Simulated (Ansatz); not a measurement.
**ClGaHI (SMILES [Cl][GaH][I]): a rigid scan of the bond length Ga2–H4**

The task here is to estimate one member of a computed series from the others.

Computed with Ansatz 0.2.0, Gaussian basis. Level: single points in def2-TZVPP.

Levels: PBE-D4, r2SCAN-D4, PBE0-D4, B3LYP-D4, wB97M-V, Hartree-Fock, MP2, CCSD, CCSD(T). The scan takes 1.333, 1.379, 1.445, 1.523, 1.610, 1.703, 1.802, 1.906, 2.015 Å.

Correlated methods freeze the cores. Filled d shells of the heavier atoms are correlated. Core potentials replace the inner electrons past krypton, and spin-orbit coupling is left out. B3LYP uses VWN-RPA correlation.

28 further runs of the same task are left out: 28 set aside as unsound or not needed.

**Where the work starts**

The minimum, relaxed at PBE0-D4: 4 atoms, charge 0, spin multiplicity 1.

Atoms are counted from 1 here; the program's logs count them from 0.

Bond lengths: Cl1–Ga2 2.134 Å, Ga2–I3 2.469 Å, Ga2–H4 1.550 Å. Angles: Cl1–Ga2–I3 116.1°, Cl1–Ga2–H4 120.4°, I3–Ga2–H4 123.5°.

Coordinates:

```xyz
4

Cl   -2.0088   -0.0365   -0.4875
Ga    0.0746    0.1912   -0.0866
I     1.1709   -1.6987    1.0624
H     0.8187    1.4837   -0.5086
```

Energies of the minimum (eV), from earlier single points: PBE-D4 -73007.92448, r2SCAN-D4 -73023.38936, PBE0-D4 -73010.75302, B3LYP-D4 -73025.83151, wB97M-V -73017.31430, CCSD(T) -72954.71786.

At the minimum the bond length Ga2–H4 is 1.550 Å.

The first run:

ccsdt-tzvpp/in.yaml

```yaml
crystal:
  periodic: [false, false, false]
  atoms:
    - {symbol: Cl, position_ang: [-2.008808, -0.036513, -0.487523]}
    - {symbol: Ga, position_ang: [0.074640, 0.191243, -0.086573]}
    - {symbol: I, position_ang: [1.170937, -1.698732, 1.062423]}
    - {symbol: H, position_ang: [0.714592, 1.302815, -0.449557]}
basis:
  gaussian: {orbitals: def2-TZVPP}
correlation: {method: ccsd_t}
```

No record of the launch command was kept for these runs.

Among the steps run: Ga2–H4 = 1.333 Å; Ga2–H4 = 1.379 Å; Ga2–H4 = 1.445 Å; Ga2–H4 = 1.523 Å; Ga2–H4 = 1.610 Å; Ga2–H4 = 1.703 Å; Ga2–H4 = 1.802 Å; Ga2–H4 = 1.906 Å; Ga2–H4 = 2.015 Å.

One of the session's tables, all rows but one given; the rest of the session is left out.

It belongs to the step «The curves». Energies less that of the minimum at the same level (kJ/mol):

| bond length (Å) | PBE-D4 | PBE0-D4 | B3LYP-D4 | wB97M-V | Hartree-Fock |
| --- | --- | --- | --- | --- | --- |
| 1.333 | 47.8 | 46.2 | 46.0 | 43.7 | 51.5 |
| 1.379 | 28.0 | 26.6 | 26.5 | 24.5 | 30.1 |
| 1.445 | 10.0 | 8.9 | 9.0 | 7.6 | 10.5 |
| 1.523 | ? | ? | ? | ? | ? |
| 1.550 (minimum) | 0.0 | 0.0 | 0.0 | 0.0 | 0.0 |
| 1.610 | 1.7 | 2.6 | 2.5 | 3.3 | 2.4 |
| 1.703 | 11.7 | 14.2 | 13.7 | 16.2 | 14.5 |
| 1.802 | 29.1 | 33.6 | 32.6 | 36.9 | 35.5 |
| 1.906 | 51.7 | 58.6 | 56.6 | 63.6 | 63.2 |
| 2.015 | 77.9 | 87.7 | 84.4 | 94.5 | 95.9 |

Q: Estimate the row for bond length (Å) = 1.523 from the others.

**Answer.** PBE-D4: 0.8; PBE0-D4: 0.5; B3LYP-D4: 0.5; wB97M-V: 0.1; Hartree-Fock: 0.7.

To keep in mind: A polynomial through the near points puts the CCSD(T) minimum 0.008 Å below the PBE0-D4 value.
